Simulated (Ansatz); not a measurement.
**ClFH2OSeZr: up Jacob's ladder to CCSD(T)**

An exercise on one series of results from a longer session: the logs are not shown, and one member is left open.

Program: Ansatz 0.2.0, Gaussian basis. Level of theory: functionals in def2-TZVPP, the program's frozen cores in correlated methods. These are calculated values, not measurements.

The runs, in order: LDA (SPW92), PBE-D4, revPBE-D4, BLYP-D4, r2SCAN-D4, B97M-V, PBE0-D4, B3LYP-D4, r2SCANh-D4, r2SCAN0-D4, HSE06-D4, BHLYP-D4, CAM-B3LYP-D4, LC-ωPBE, ωB97X-V, ωB97M-V, B2PLYP, PBE-QIDH; CCSD(T)/def2-SVP; CCSD(T)/def2-TZVPP; MP2/def2-QZVPP; extrapolation to the limit; RPA on PBE.

### The geometry

An earlier PBE0-D4 in a triple-zeta def2 set relaxation fixed the geometry. Zr takes the def2 core potential; no spin-orbit term is included.

SMILES `[OH][Zr]([F])([Cl])[SeH]`, 7 atoms, charge 0, spin multiplicity 1.

Atoms are counted from 1 here; the program's logs count them from 0.

Bond lengths: O1–Zr2 1.888 Å, O1–H6 0.954 Å, Zr2–F3 1.892 Å, Zr2–Cl4 2.348 Å, Zr2–Se5 2.583 Å, Se5–H7 1.472 Å. Angles: Zr2–O1–H6 170.6°, O1–Zr2–F3 112.5°, O1–Zr2–Cl4 109.7°, O1–Zr2–Se5 107.6°, F3–Zr2–Cl4 108.7°, F3–Zr2–Se5 107.8°, Cl4–Zr2–Se5 110.6°, Zr2–Se5–H7 88.2°.

Coordinates:

```xyz
7
charge 0, multiplicity 1
O    -0.8786    0.3671    1.1972
Zr    0.2244   -0.6048    0.0129
F     1.5692   -1.5840    0.9139
Cl   -1.0840   -2.1009   -1.2380
Se    1.3944    1.0967   -1.5384
H    -1.4619    0.7202    1.8641
H     0.2977    2.0377   -1.2573
```

The first run:

File in.yaml:

```yaml
crystal:
  periodic: [false, false, false]
  atoms:
    - {symbol: O, position_ang: [-0.878592, 0.367106, 1.197183]}
    - {symbol: Zr, position_ang: [0.224374, -0.604807, 0.012850]}
    - {symbol: F, position_ang: [1.569212, -1.584046, 0.913866]}
    - {symbol: Cl, position_ang: [-1.084005, -2.100910, -1.237968]}
    - {symbol: Se, position_ang: [1.394416, 1.096702, -1.538379]}
    - {symbol: H, position_ang: [-1.461908, 0.720246, 1.864150]}
    - {symbol: H, position_ang: [0.297703, 2.037710, -1.257301]}
basis:
  gaussian: {orbitals: def2-TZVPP}
hamiltonian: {xc: lda}
output: {orbitals: {seedname: orbitals}}
```

On the command line:

```bash
ansatz run in.yaml --threads 4 --pin off --events-out ev --progress --plain --max-ram 10444MiB
```

Among the steps run: LDA; PBE-D4 (GGA); revPBE-D4 (GGA); BLYP-D4 (GGA); r2SCAN-D4 (meta-GGA); B97M-V (meta-GGA); PBE0-D4 (hybrid); B3LYP-D4 (hybrid); r2SCANh-D4 (hybrid); r2SCAN0-D4 (hybrid); HSE06-D4 (hybrid); BHLYP-D4 (hybrid); CAM-B3LYP-D4 (range-separated); LC-ωPBE (range-separated); ωB97X-V (range-separated); ωB97M-V (range-separated); B2PLYP (double hybrid); PBE-QIDH (double hybrid).

One table of the session follows, with a row left open; its other results are not shown here.

It belongs to the step «Frontier levels by functional». 

```
  functional  HOMO (eV)  LUMO (eV)  gap (eV)
 LDA (SPW92)      -6.43      -2.71      3.72
      PBE-D4      -6.26      -2.48      3.78
   revPBE-D4          ?          ?         ?
     BLYP-D4      -6.08      -2.36      3.72
   r2SCAN-D4      -6.54      -2.33      4.21
      B97M-V      -6.56      -2.30      4.25
     PBE0-D4      -7.39      -1.67      5.72
    B3LYP-D4      -7.14      -1.89      5.26
  r2SCANh-D4      -6.96      -2.03      4.93
  r2SCAN0-D4      -7.58      -1.58      6.00
    HSE06-D4      -6.99      -2.05      4.95
    BHLYP-D4      -8.34      -0.75      7.59
CAM-B3LYP-D4      -8.61      -0.61      8.00
     LC-ωPBE      -9.94       0.53     10.46
     ωB97X-V      -9.60       0.43     10.03
     ωB97M-V      -9.46       0.28      9.74
```

**Question.** Estimate the row for revPBE-D4.

The run gave: HOMO (eV): -6.19; LUMO (eV): -2.39; gap (eV): 3.81. In the column «HOMO (eV)» it lies between PBE-D4 (-6.26) and BLYP-D4 (-6.08).
